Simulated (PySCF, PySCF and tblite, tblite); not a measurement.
# styrene (C₈H₈): conformers and averaged spectra

Aim: find the conformers of styrene (C₈H₈) (`C=Cc1ccccc1`), weigh them, and average their properties.

Computed with tblite 0.8.0 (tight binding) and PySCF 2.14.0 (DFT, with response routines of our own); each step states its level. Atoms count from 0 throughout.

### 1 The molecule as given

16 atoms, charge 0, multiplicity 1; geometry from: MMFF94s geometry.

Bonds of the start (Å): C0–C1 1.35, C0–H8 1.09, C0–H9 1.07, C1–C2 1.46, C1–H10 1.09, C2–C3 1.42, C2–C7 1.40, C3–C4 1.40, C3–H11 1.08, C4–C5 1.39, C4–H12 1.09, C5–C6 1.39, C5–H13 1.08, C6–C7 1.40, C6–H14 1.09, C7–H15 1.09.

### 2 GFN2-xTB relaxation, conformer 1

What the job is given:

```
{"job": {"xc": "GFN2-xTB", "basis": "xTB", "kind": "relax"}, "charge": 0, "multiplicity": 1}
C      2.832500     0.271900     0.225300
C      1.840100    -0.499700    -0.261700
C      0.418900    -0.224300    -0.112200
C     -0.106100     1.089600    -0.153600
C     -1.482100     1.305000    -0.034800
C     -2.362300     0.230100     0.078400
C     -1.859000    -1.067000     0.092500
C     -0.478000    -1.289700    -0.003000
H      2.632100     1.189200     0.771600
H      3.859400    -0.009100     0.097700
H      2.101600    -1.429600    -0.766100
H      0.552700     1.933500    -0.257800
H     -1.871900     2.323900    -0.053900
H     -3.422700     0.405100     0.157600
H     -2.544100    -1.903400     0.189600
H     -0.118800    -2.316500     0.019000
```

Command:

```
> OMP_NUM_THREADS=1 python ens_run.py task.json out
```

The driver reads the study from task.json and runs its stages one after another.

The program printed:

```text
step      E/eV     max force
  0    -575.67712    1.324
  1    -575.70803    1.103
  2    -575.72406    0.274
  3    -575.73094    0.232
  4    -575.73447    0.196
  5    -575.73522    0.078
  6    -575.73598    0.111
  7    -575.73710    0.181
  8    -575.73802    0.131
  9    -575.73852    0.048
 10    -575.73885    0.056
 11    -575.73917    0.097
 12    -575.73952    0.088
 13    -575.73989    0.060
 14    -575.74027    0.064
 15    -575.74073    0.106
 16    -575.74125    0.126
 17    -575.74178    0.089
 18    -575.74228    0.070
 19    -575.74274    0.060
 20    -575.74317    0.084
 21    -575.74354    0.061
 22    -575.74388    0.047
 23    -575.74426    0.057
 24    -575.74471    0.091
 25    -575.74516    0.083
 26    -575.74550    0.044
 27    -575.74576    0.045
 28    -575.74604    0.056
 29    -575.74635    0.068
 30    -575.74664    0.046
 31    -575.74687    0.047
 32    -575.74707    0.044
 33    -575.74728    0.048
 34    -575.74752    0.042
 35    -575.74779    0.040
 36    -575.74779    0.040
 37    -575.74790    0.030
 38    -575.74811    0.032
 39    -575.74817    0.029
 40    -575.74830    0.035
 41    -575.74846    0.031
 42    -575.74857    0.028
 43    -575.74873    0.031
 44    -575.74887    0.036
 45    -575.74901    0.027
 46    -575.74914    0.034
 47    -575.74932    0.035
 48    -575.74955    0.039
 49    -575.74975    0.037
 50    -575.74987    0.026
 51    -575.74998    0.024
 52    -575.75012    0.035
 53    -575.75027    0.039
 54    -575.75039    0.028
 55    -575.75047    0.019
 56    -575.75055    0.026
 57    -575.75062    0.028
 58    -575.75070    0.018
 59    -575.75076    0.018
 60    -575.75082    0.024
 61    -575.75091    0.034
 62    -575.75101    0.033
 63    -575.75111    0.028
 64    -575.75122    0.027
 65    -575.75134    0.030
 66    -575.75148    0.036
 67    -575.75165    0.035
 68    -575.75182    0.039
 69    -575.75204    0.039
 70    -575.75233    0.049
 71    -575.75263    0.054
 72    -575.75283    0.039
 73    -575.75293    0.023
 74    -575.75301    0.024
 75    -575.75308    0.027
 76    -575.75317    0.031
 77    -575.75325    0.027
 78    -575.75332    0.020
 79    -575.75339    0.022
 80    -575.75346    0.033
 81    -575.75354    0.032
 82    -575.75365    0.038
 83    -575.75377    0.032
 84    -575.75388    0.031
 85    -575.75399    0.033
 86    -575.75411    0.026
 87    -575.75421    0.027
 88    -575.75430    0.026
 89    -575.75437    0.021
 90    -575.75442    0.028
 91    -575.75446    0.021
 92    -575.75450    0.019
 93    -575.75458    0.029
 94    -575.75464    0.032
 95    -575.75476    0.027
 96    -575.75483    0.017
 97    -575.75488    0.016
 98    -575.75491    0.017
 99    -575.75494    0.013
100    -575.75496    0.016
101    -575.75498    0.007
102    -575.75498    0.007
103    -575.75499    0.007
104    -575.75499    0.007
105    -575.75500    0.006
106    -575.75501    0.005
107    -575.75501    0.005
108    -575.75502    0.006
109    -575.75502    0.004
110    -575.75503    0.006
111    -575.75503    0.006
112    -575.75503    0.005
113    -575.75504    0.005
114    -575.75504    0.005
115    -575.75504    0.004
116    -575.75505    0.004
117    -575.75505    0.006
118    -575.75506    0.006
119    -575.75506    0.005
120    -575.75506    0.006
121    -575.75506    0.003
```

It took 0.8 s on 1 thread of Intel Xeon at 2.60GHz, shared host.

Gain 0.078 eV; displacement 0.29 Å root mean square.

### 3 Shieldings, conformer 1: CAM-B3LYP/pcSseg-1 in chloroform

What the job is given:

```
{"job": {"xc": "CAM-B3LYP", "basis": "pcSseg-1", "solvent": "chloroform", "kind": "nmr", "pop": true}, "charge": 0, "multiplicity": 1}
C      2.828896     0.334982     0.014076
C      1.830043    -0.536827    -0.054386
C      0.403162    -0.237425    -0.024476
C     -0.101183     1.062268     0.039007
C     -1.463046     1.291076     0.065840
C     -2.353188     0.229854     0.031174
C     -1.869017    -1.065968    -0.032006
C     -0.506985    -1.295519    -0.060855
H      2.673746     1.396691     0.101244
H      3.855631     0.012221    -0.013795
H      2.063360    -1.591909    -0.137712
H      0.576042     1.901973     0.065384
H     -1.835227     2.304433     0.113575
H     -3.417497     0.412498     0.052486
H     -2.556176    -1.899374    -0.059383
H     -0.136159    -2.310031    -0.111585
```

The program printed:

```text
coarse grid: 13648 points
cycle   1  E = -309.3349290279  dE =  1.607e+00  |g| = 3.030e-01  |ddm| = 3.962e+00
cycle   2  E = -309.3548099121  dE = -1.988e-02  |g| = 1.922e-01  |ddm| = 7.835e-01
cycle   3  E = -309.3638759900  dE = -9.066e-03  |g| = 3.648e-02  |ddm| = 1.662e-01
cycle   4  E = -309.3641020631  dE = -2.261e-04  |g| = 2.421e-02  |ddm| = 6.899e-02
cycle   5  E = -309.3642523342  dE = -1.503e-04  |g| = 1.518e-03  |ddm| = 2.225e-02
cycle   6  E = -309.3642531943  dE = -8.601e-07  |g| = 6.236e-04  |ddm| = 2.481e-03
final grid: 132640 points
cycle   7  E = -309.4324765838  dE = -3.120e-05  |g| = 3.841e-03  |ddm| = 3.603e-02
cycle   8  E = -309.4324784641  dE = -1.880e-06  |g| = 2.886e-03  |ddm| = 7.902e-03
cycle   9  E = -309.4324805897  dE = -2.126e-06  |g| = 2.141e-04  |ddm| = 2.697e-03
cycle  10  E = -309.4324805970  dE = -7.364e-09  |g| = 1.504e-04  |ddm| = 3.809e-04
cycle  11  E = -309.4324806027  dE = -5.717e-09  |g| = 2.759e-05  |ddm| = 1.403e-04
cycle  12  E = -309.4324806029  dE = -1.980e-10  |g| = 9.563e-06  |ddm| = 3.571e-05
converged SCF energy = -309.4324806029

GIAO shielding tensors (ppm)
atom      isotropic    diamagn.    paramagn.     s11        s22        s33       span
  0 C       63.818     255.126    -191.309    -52.751     72.209    171.996    224.746
  1 C       36.942     249.781    -212.838    -82.514     52.488    140.853    223.367
  2 C       39.373     258.978    -219.605    -63.601      5.699    176.020    239.621
  3 C       53.657     252.212    -198.555    -57.245     36.445    181.770    239.015
  4 C       47.279     253.434    -206.155    -69.520     34.190    177.168    246.688
  5 C       47.348     253.867    -206.519    -67.581     33.131    176.495    244.076
  6 C       46.781     253.583    -206.802    -70.081     34.295    176.129    246.209
  7 C       45.182     251.530    -206.347    -59.624     34.333    160.838    220.462
  8 H       25.351      32.908      -7.556     22.907     23.655     29.492      6.585
  9 H       26.059      27.606      -1.547     24.094     24.605     29.478      5.385
 10 H       24.829      31.312      -6.483     22.126     23.330     29.030      6.904
 11 H       23.500      34.057     -10.557     19.084     23.157     28.259      9.175
 12 H       24.001      30.468      -6.467     20.582     24.341     27.082      6.500
 13 H       24.144      29.701      -5.557     21.014     24.516     26.904      5.890
 14 H       24.046      29.999      -5.953     20.822     24.346     26.969      6.147
 15 H       24.262      32.845      -8.583     20.890     23.789     28.107      7.217
```

Run time: 29 s. Hardware: 1 thread of Intel Xeon at 2.60GHz, shared host; peak memory 0.96 GiB.

Key values: HOMO -7.78 eV, LUMO 0.02 eV; dipole 0.17 D.

### 4 Couplings, conformer 1: B3LYP/6-31G*+pcJ-1

The job, as its differences from that of step 3:

```diff
@@ -1,2 +1,2 @@
-{"job": {"xc": "CAM-B3LYP", "basis": "pcSseg-1", "solvent": "chloroform", "kind": "nmr", "pop": true}, "charge": 0, "multiplicity": 1}
+{"job": {"xc": "B3LYP", "basis": {"default": "6-31G*", "H": "pcJ-1"}, "nuclei": ["H", "F", "P", "Si", "B"], "kind": "j"}, "charge": 0, "multiplicity": 1}
 C      2.828896     0.334982     0.014076
```

The program printed:

```text
coarse grid: 13648 points
cycle   1  E = -309.6591089286  dE =  1.276e+00  |g| = 4.494e-01  |ddm| = 3.940e+00
cycle   2  E = -309.6619629373  dE = -2.854e-03  |g| = 4.499e-01  |ddm| = 9.570e-01
cycle   3  E = -309.7182659244  dE = -5.630e-02  |g| = 2.988e-02  |ddm| = 4.962e-01
cycle   4  E = -309.7182724303  dE = -6.506e-06  |g| = 2.750e-02  |ddm| = 5.548e-02
cycle   5  E = -309.7184687626  dE = -1.963e-04  |g| = 8.489e-03  |ddm| = 3.529e-02
cycle   6  E = -309.7184877522  dE = -1.899e-05  |g| = 2.195e-03  |ddm| = 1.031e-02
cycle   7  E = -309.7184890299  dE = -1.278e-06  |g| = 2.858e-04  |ddm| = 2.164e-03
final grid: 132640 points
cycle   8  E = -309.6538748902  dE = -3.990e-05  |g| = 6.493e-03  |ddm| = 3.804e-02
cycle   9  E = -309.6538747444  dE =  1.459e-07  |g| = 6.612e-03  |ddm| = 1.368e-02
cycle  10  E = -309.6538868787  dE = -1.213e-05  |g| = 3.925e-04  |ddm| = 7.212e-03
cycle  11  E = -309.6538869010  dE = -2.227e-08  |g| = 2.439e-04  |ddm| = 5.909e-04
cycle  12  E = -309.6538869158  dE = -1.485e-08  |g| = 7.636e-05  |ddm| = 2.899e-04
cycle  13  E = -309.6538869173  dE = -1.477e-09  |g| = 2.577e-05  |ddm| = 9.670e-05
cycle  14  E = -309.6538869174  dE = -1.711e-10  |g| = 4.188e-06  |ddm| = 2.512e-05
converged SCF energy = -309.6538869174

Indirect spin-spin couplings (Hz)
  i      j    bonds     total        FC       PSO       DSO        SD
  8 H    9 H    2     -1.256    -0.625     2.834    -3.464         -
  8 H   10 H    3     17.205    18.782     1.668    -3.245         -
  8 H   11 H    5      0.809    -0.167    -2.109     3.086         -
  8 H   13 H    7      0.157     0.434     0.517    -0.794         -
  8 H   14 H    6     -0.499    -0.150     0.635    -0.983         -
  9 H   10 H    3     12.385    12.842     0.093    -0.550         -
  9 H   12 H    6     -0.415    -0.110     0.622    -0.927         -
  9 H   14 H    6     -0.321    -0.012     0.589    -0.898         -
  9 H   15 H    5      0.205     0.425     0.524    -0.745         -
 10 H   11 H    4     -1.141    -0.534     1.127    -1.735         -
 10 H   12 H    5      0.280     0.734     0.907    -1.360         -
 10 H   13 H    6     -0.613    -0.226     0.754    -1.141         -
 10 H   15 H    4      0.197    -0.543    -1.297     2.037         -
 11 H   12 H    3      9.067     9.240     0.091    -0.265         -
 11 H   13 H    4      0.306     0.950     1.187    -1.831         -
 11 H   15 H    4      1.085     1.772     1.254    -1.941         -
 12 H   13 H    3      8.335     8.551     0.232    -0.449         -
 12 H   14 H    4      0.485     1.153     1.231    -1.899         -
 13 H   14 H    3      8.446     8.675     0.233    -0.463         -
 13 H   15 H    4      0.354     1.009     1.203    -1.858         -
 14 H   15 H    3      8.683     8.874     0.142    -0.334         -
```

Wall time 22 s (1 thread of Intel Xeon at 2.60GHz, shared host); peak memory 0.93 GiB.

This run: HOMO -6.07 eV, LUMO -0.82 eV; dipole 0.20 D.

### 5 The ensemble: properties at CAM-B3LYP/pcSseg-1 in chloroform

What the job is given:

```
{"job": {"study": "conf", "smiles": "C=Cc1ccccc1", "search": {"seed": 7701, "n_embed": 60, "ff_keep": 14, "window": 3.0, "nmax": 10, "temps": [250, 273.15, 298.15, 323.15, 373.15], "t_ref": 298.15, "order": 0.002}, "level": {"nmr": {"xc": "CAM-B3LYP", "basis": "pcSseg-1", "solvent": "chloroform"}, "j": {"xc": "B3LYP", "basis": {"default": "6-31G*", "H": "pcJ-1"}, "nuclei": ["H", "F", "P", "Si", "B"]}}, "kind": "conf"}, "charge": 0, "multiplicity": 1}
C      2.828896     0.334982     0.014076
C      1.830043    -0.536827    -0.054386
C      0.403162    -0.237425    -0.024476
C     -0.101183     1.062268     0.039007
C     -1.463046     1.291076     0.065840
C     -2.353188     0.229854     0.031174
C     -1.869017    -1.065968    -0.032006
C     -0.506985    -1.295519    -0.060855
H      2.673746     1.396691     0.101244
H      3.855631     0.012221    -0.013795
H      2.063360    -1.591909    -0.137712
H      0.576042     1.901973     0.065384
H     -1.835227     2.304433     0.113575
H     -3.417497     0.412498     0.052486
H     -2.556176    -1.899374    -0.059383
H     -0.136159    -2.310031    -0.111585
```

The program printed:

```text
conformer  sym    E(xTB)   E(DFT)   G(298.15 K)  weight  dipole/D
    1     Cs      0.000    0.000    0.000   1.0000    0.166

mean shielding (ppm) by class
class atoms           250 K   273.15 K   298.15 K   323.15 K   373.15 K
  0 C  0             63.818     63.818     63.818     63.818     63.818
  1 C  1             36.942     36.942     36.942     36.942     36.942
  2 C  2             39.373     39.373     39.373     39.373     39.373
  3 C  3,7            49.42      49.42      49.42      49.42      49.42
  4 C  4,6            47.03      47.03      47.03      47.03      47.03
  5 C  5             47.348     47.348     47.348     47.348     47.348
  6 H  8             25.351     25.351     25.351     25.351     25.351
  7 H  9             26.059     26.059     26.059     26.059     26.059
  8 H  10            24.829     24.829     24.829     24.829     24.829
  9 H  11,15         23.881     23.881     23.881     23.881     23.881
 10 H  12,14         24.024     24.024     24.024     24.024     24.024
 11 H  13            24.145     24.145     24.145     24.145     24.145
```

Run time: 54 s. Hardware: 1 thread of Intel Xeon at 2.60GHz, shared host. This counts the runs that the step sums up.

The search (ETKDG and KDG, MMFF94s, GFN2-xTB) embedded 60 structures, kept 1 distinct ones after the force field and 1 after xTB; 1 was carried on (window 3.0 kcal/mol at the search's own energies). Energies: CAM-B3LYP/pcSseg-1 in chloroform with D3(BJ).

The conformers at 298 K:

| no. | group | mirror pair | ΔE xTB | ΔE DFT | ΔG | weight (%) | μ (D) | C0–C1–C2–C3 (°) | A, B, C (GHz) |
| --- | --- | --- | --- | --- | --- | --- | --- | --- | --- |
| 1 | Cs | no | 0.00 | 0.00 | 0.00 | 100.0 | 0.17 | 2 | 5.25, 1.57, 1.21 |

Energies in kcal/mol. ΔG holds xTB vibrations and rotation, symmetry numbers and mirror pairs.

Shifts against references run at the same level (¹³C TMS 185.7, ¹H TMS 31.76 ppm of shielding), by class of atoms, at 298 K:

| atoms | environment | average | measured |
| --- | --- | --- | --- |
| C1 | alkene CH | 148.8 | – |
| C2 | substituted aromatic carbon | 146.4 | – |
| C4, C6 | aromatic CH | 138.7 | – |
| C5 | aromatic CH | 138.4 | – |
| C3, C7 | aromatic CH | 136.3 | – |
| C0 | terminal =CH2 carbon | 121.9 | – |
| H11, H15 | hydrogen on an aromatic CH | 7.88 | 7.30 |
| H12, H14 | hydrogen on an aromatic CH | 7.74 | 7.21 |
| H13 | hydrogen on an aromatic CH | 7.62 | 7.14 |
| H10 | hydrogen on an alkene CH | 6.93 | 6.72 |
| H8 | hydrogen on a terminal =CH2 carbon | 6.41 | 5.72 |
| H9 | hydrogen on a terminal =CH2 carbon | 5.70 | 5.20 |

Measured: solution, CCl4, 309 K; Shapiro, Mohrmann, J. Phys. Chem. Ref. Data 1977, 6, 919; solution, not stated per compound (mostly CDCl3 or CCl4); Pretsch, Buehlmann, Badertscher, Structure Determination of Organic Compounds, 4th ed. (2009).

Couplings (Hz, B3LYP/6-31G*+pcJ-1; one pair named for each class), from conformers that hold 100 % of the weight:

| pair | bonds | average |
| --- | --- | --- |
| H8–H9 | 2 | -1.3 |
| H8–H10 | 3 | 17.2 |
| H9–H10 | 3 | 12.4 |
| H11–H12 | 3 | 8.9 |
| H12–H13 | 3 | 8.4 |
| H11–H15 | 4 | 1.1 |

Effective distances for nuclear Overhauser effects, ⟨r⁻⁶⟩^(−1/6) over all pairs of two classes (Å): H8···H9 1.82; H9···H10 2.41; H8···H11 2.42; H12···H13 2.47; H10···H11 2.58; H11···H12 2.74; H8···H10 3.06.

### 6 Results

| quantity | value |
| --- | --- |
| conformers | 1; the first in weight is no. 1 (Cs), 100 % at 298 K |
| root-mean-square dipole | 0.17 D |
| averaged ¹³C shifts (CAM-B3LYP/pcSseg-1 in chloroform) | 148.8, 146.4, 138.7, 138.4, 136.3, 121.9 ppm |
| averaged ¹H shifts (CAM-B3LYP/pcSseg-1 in chloroform) | 7.88, 7.74, 7.62, 6.93, 6.41, 5.70 ppm |

**Reading.** The search found one conformer in the window, so the averages are its own values. Against 6 measured ¹H shifts the average misses by 0.50 ppm. Vibration is missing from the shifts, so part of that gap is not the functional's.
